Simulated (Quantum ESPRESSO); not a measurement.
The system is Ti3Se.

```
Se Ti
1.0
     3.19745    0.00000    0.00000
    -1.59872    2.76907    0.00000
     0.00000    0.00000    7.94275
Se Ti
1 3
Direct
  0.00000 0.00000 0.00000
  0.66667 0.33333 0.50000
  0.33333 0.66667 0.77290
  0.33333 0.66667 0.22710
```

The cell comes from a database or a generator and needn't be the stable form of this composition.

* Program: Quantum ESPRESSO 7.5
* Task: single point
* Functional: PBEsol
* Potentials or basis: GBRV 1.5 PBEsol
* Cutoff: 612 eV
* Density cutoff: 4898 eV
* k mesh: 10 × 10 × 4
* Occupations: fermi-dirac, width 0.05 eV
* Spin: no spin polarisation

On this cell: pressure -4.5 GPa; largest force 0.094 eV/Å; band gap on the k mesh none (metal or under the smearing width).

The same run follows on a disturbed copy (atoms moved at random, drawn with an rms of 0.05 Å):

```xyz
4
Lattice="3.1974 0.0000 0.0000 -1.5987 2.7691 0.0000 0.0000 0.0000 7.9427" Properties=species:S:1:pos:R:3 pbc="T T T"
Se   -0.0140    0.0179    0.0289
Ti    1.5377    0.9292    3.9434
Ti   -0.0048    1.8907    6.1834
Ti   -0.0237    1.8698    1.7770
```

Problem. What does the disturbed cell give?

Solution. The energy (extrapolated to zero smearing) moves by +5.3 meV/atom; pressure -3.9 GPa; largest force 0.370 eV/Å; band gap on the k mesh none (metal or under the smearing width).

Forces on the atoms (eV/Å):
```
Se   0.000  0.119 -0.247
Ti   0.097  0.059  0.301
Ti  -0.104 -0.147 -0.323
Ti   0.007 -0.032  0.270
```

Stress tensor (GPa, compression positive):
```
-3.94 -0.44  0.22
-0.44 -3.78  0.19
 0.22  0.19 -3.85
```
